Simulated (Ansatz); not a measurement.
# C₄H₆F₄: a ladder of functionals and wavefunction methods

Aim: compute C₄H₆F₄ with functionals from several rungs and with coupled cluster, and see how far each lands from CCSD(T) at the basis-set limit for the atomisation energy.

Computed with Ansatz 0.2.0, Gaussian basis. Level: functionals in def2-TZVPP, the program's frozen cores in correlated methods.

Plan: LDA (SPW92), PBE-D4, revPBE-D4, BLYP-D4, r2SCAN-D4, B97M-V, PBE0-D4, B3LYP-D4, r2SCANh-D4, r2SCAN0-D4, HSE06-D4, BHLYP-D4, CAM-B3LYP-D4, LC-ωPBE, ωB97X-V, ωB97M-V, B2PLYP, PBE-QIDH; CCSD(T)/def2-SVP; CCSD(T)/def2-TZVPP; MP2/def2-QZVPP; extrapolation to the limit; RPA on PBE.

**1. The geometry**

An earlier PBE0-D4 in a triple-zeta def2 set relaxation fixed the geometry.

SMILES `FCCC(F)(F)CF`, 14 atoms, charge 0, spin multiplicity 1.

Atoms are counted from 1 here; the program's logs count them from 0.

Bond lengths: F1–C2 1.384 Å, C2–C3 1.514 Å, C2–H9 1.092 Å, C2–H10 1.091 Å, C3–C4 1.510 Å, C3–H11 1.093 Å, C3–H12 1.093 Å, C4–F5 1.365 Å, C4–F6 1.361 Å, C4–C7 1.517 Å, C7–F8 1.373 Å, C7–H13 1.093 Å, C7–H14 1.093 Å. Angles: F1–C2–C3 108.0°, F1–C2–H9 108.1°, F1–C2–H10 107.8°, C3–C2–H9 111.2°, C3–C2–H10 112.5°, H9–C2–H10 109.1°, C2–C3–C4 115.2°, C2–C3–H11 110.3°, C2–C3–H12 108.5°, C4–C3–H11 108.5°, C4–C3–H12 106.4°, H11–C3–H12 107.7°, C3–C4–F5 108.5°, C3–C4–F6 109.5°, C3–C4–C7 117.7°, F5–C4–F6 106.7°, F5–C4–C7 105.4°, F6–C4–C7 108.6° and more.

**2. LDA**

This LDA is Slater exchange with PW92 correlation.

in.yaml

```yaml
crystal:
  periodic: [false, false, false]
  atoms:
    - {symbol: F, position_ang: [0.270603, 2.627509, -1.168605]}
    - {symbol: C, position_ang: [0.301055, 1.249276, -1.051394]}
    - {symbol: C, position_ang: [0.069804, 0.898443, 0.403169]}
    - {symbol: C, position_ang: [0.287633, -0.553932, 0.755682]}
    - {symbol: F, position_ang: [0.162481, -0.693817, 2.107960]}
    - {symbol: F, position_ang: [1.563256, -0.911410, 0.442275]}
    - {symbol: C, position_ang: [-0.661078, -1.574538, 0.156177]}
    - {symbol: F, position_ang: [-0.587687, -1.553129, -1.214884]}
    - {symbol: H, position_ang: [1.279648, 0.902009, -1.390388]}
    - {symbol: H, position_ang: [-0.469210, 0.841541, -1.707053]}
    - {symbol: H, position_ang: [-0.941605, 1.180447, 0.705146]}
    - {symbol: H, position_ang: [0.770644, 1.472833, 1.014764]}
    - {symbol: H, position_ang: [-0.373389, -2.566293, 0.512927]}
    - {symbol: H, position_ang: [-1.685055, -1.348238, 0.463223]}
basis:
  gaussian: {orbitals: def2-TZVPP}
hamiltonian: {xc: lda}
output: {orbitals: {seedname: orbitals}}
```

On the command line:

```console
ansatz run in.yaml --threads 2 --pin off --events-out ev --progress --plain --max-ram 32768MiB --backend cuda --devices 0, --max-vram 18GiB
```

After this run come: PBE-D4 (GGA); revPBE-D4 (GGA); BLYP-D4 (GGA); r2SCAN-D4 (meta-GGA); B97M-V (meta-GGA); PBE0-D4 (hybrid); B3LYP-D4 (hybrid); r2SCANh-D4 (hybrid); r2SCAN0-D4 (hybrid); HSE06-D4 (hybrid); BHLYP-D4 (hybrid); CAM-B3LYP-D4 (range-separated); LC-ωPBE (range-separated); ωB97X-V (range-separated); ωB97M-V (range-separated); B2PLYP (double hybrid); PBE-QIDH (double hybrid); CCSD(T) in def2-SVP; CCSD(T) in def2-TZVPP; MP2 in def2-QZVPP; RPA on PBE orbitals.

**Question.** What will the summary of the whole plan be? Wanted: atomisation energy, CCSD(T)/CBS; farthest beyond LDA; mean size of error, GGA; mean size of error, meta-GGA; mean size of error, hybrid; mean size of error, range-separated; mean size of error, double hybrid; gap, smallest and largest; T1 diagnostic.

**Answer**, as computed:

| quantity | value |
| --- | --- |
| atomisation energy, CCSD(T)/CBS | 5615.8 kJ/mol |
| functionals within 28.1 kJ/mol (0.5 %) | revPBE-D4, BLYP-D4, r2SCAN-D4, B97M-V, B3LYP-D4, r2SCANh-D4, ωB97X-V, ωB97M-V, PBE-QIDH |
| farthest beyond LDA | BHLYP-D4 (-228.6 kJ/mol) |
| mean size of error, GGA | 64.5 kJ/mol |
| mean size of error, meta-GGA | 13.7 kJ/mol |
| mean size of error, hybrid | 73.5 kJ/mol |
| mean size of error, range-separated | 30.0 kJ/mol |
| mean size of error, double hybrid | 39.9 kJ/mol |
| gap, smallest and largest | 7.63 eV (LDA (SPW92)), 15.49 eV (LC-ωPBE) |
| T1 diagnostic | 0.0112 |
| triples share of the correlation energy | 3.3 % |

**Reading.** LDA overbinds by 996.4 kJ/mol (18 %). PBE-D4 is off by +186.5 kJ/mol. Double hybrids carry the basis error of their MP2 part in triple zeta, and no dispersion term here, so their miss is partly the set-up's. Taken by rung, meta-GGA functionals do best (13.7 kJ/mol on average) and hybrid ones worst beyond LDA (73.5 kJ/mol). The mean of the hybrids holds BHLYP, with half exact exchange. Misses under about 28.1 kJ/mol are within the doubt on the reference itself, which lacks core-valence correlation, relativity and higher excitations. Hartree-Fock recovers 72 % of the binding; the rest is correlation. CCSD(T) in def2-SVP is off by -239.2 kJ/mol, worse than the median functional, from the basis alone. The gap grows from 7.6 to 15.5 eV across the functionals, mostly with the share of exact exchange.
